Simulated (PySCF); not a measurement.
# [EuBr2]+: other functionals and bases at one geometry

One table from this session's results is given with a row withheld; the runs are named, their logs left out.

The runs use PySCF 2.14.0; several levels, as the steps say, no spin–orbit coupling.

1 further run of the same task is left out (for a known fault of the program).

### The system as given

3 atoms, charge 1, spin multiplicity 1.

Bond lengths: Eu1–Br2 2.554 Å, Eu1–Br3 2.554 Å. Angles: Br2–Eu1–Br3 109.1°.

As a file:

```
Eu    0.0000    0.0000   -0.8060
Br    2.0807    0.0000    0.6749
Br   -2.0807    0.0000    0.6749
```

Formal oxidation states: Eu +3. Each metal's 6 4f electrons lie in its core potential, so multiplicities, spins and levels count the valence alone. An earlier session relaxed this geometry at PBE0, Eu lcecp-1-SVP with ECP52, Br def2-SVP (singlet, point group C2v).

At PBE0 on the finer grid: E = -5182.297734 Eh, HOMO -12.88 eV, LUMO -7.79 eV, Mulliken charge on Eu1 +1.27 e, largest force component 0.014 eV/Å. 

Levels to run: TPSS; BLYP; PBE0, TZVP. Hardware: 2 threads of Arm Neoverse V1, shared host.

Set-up of the first run:

run.py (the lines that set the calculation)

```python
mol = gto.M(atom='''
Eu     0.00000     0.00000    -0.80603
Br     2.08073     0.00000     0.67487
Br    -2.08073     0.00000     0.67487''',
    basis={'Eu': 'lcecp-1-SVP', 'Br': 'def2-SVP'},
    ecp={'Eu': 'lcecp-1-SVP'},
    charge=1, spin=0)
mf = dft.RKS(mol, xc='TPSS')
mf.grids.atom_grid = (75, 302)  # f atoms: unpruned, at least (60, 302)
mf = mf.density_fit()  # fitting sets: Eu AutoAux, Br def2-universal-JKFIT
mf.conv_tol = 1e-08; mf.max_cycle = 55
mf.kernel(dm0)  # dm0: the density of the relaxed state
```

On the command line:

```console
$ OMP_NUM_THREADS=2 python run.py
```

Among the steps run: TPSS; BLYP; PBE0, TZVP.

One of the session's tables, all rows but one given; the rest of the session is left out.

| level | HOMO (eV) | gap (eV) | charge on Eu1 (e) | dipole (D) | largest force component (eV/Å) |
| --- | --- | --- | --- | --- | --- |
| PBE0 (relaxed here) | -12.88 | 5.09 | 1.27 | 7.51 | 0.01 |
| TPSS | -11.79 | 3.49 | 1.24 | 7.23 | 0.33 |
| BLYP | -11.47 | 2.97 | 1.10 | 6.82 | 0.60 |
| PBE0, TZVP | ? | ? | ? | ? | ? |

**Question.** Estimate the row for PBE0, TZVP.

**Answer.** HOMO (eV): -12.82; gap (eV): 5.13; charge on Eu1 (e): 1.53; dipole (D): 7.39; largest force component (eV/Å): 0.07. In the column «HOMO (eV)» it lies between PBE0 (relaxed here) (-12.88) and TPSS (-11.79).

The dipole of a charged species depends on the origin, so these sizes hold for this origin alone.

In one basis the HOMO–LUMO gap runs from 2.97 eV (BLYP) to 5.09 eV (PBE0). The largest leftover force, 0.60 eV/Å with BLYP, stands at a geometry relaxed at another level. With 4f in the core, its levels are missing from HOMO and gap, and its count is fixed, so no charge can pass from the ligands into it. Total energies of different levels can't be compared.
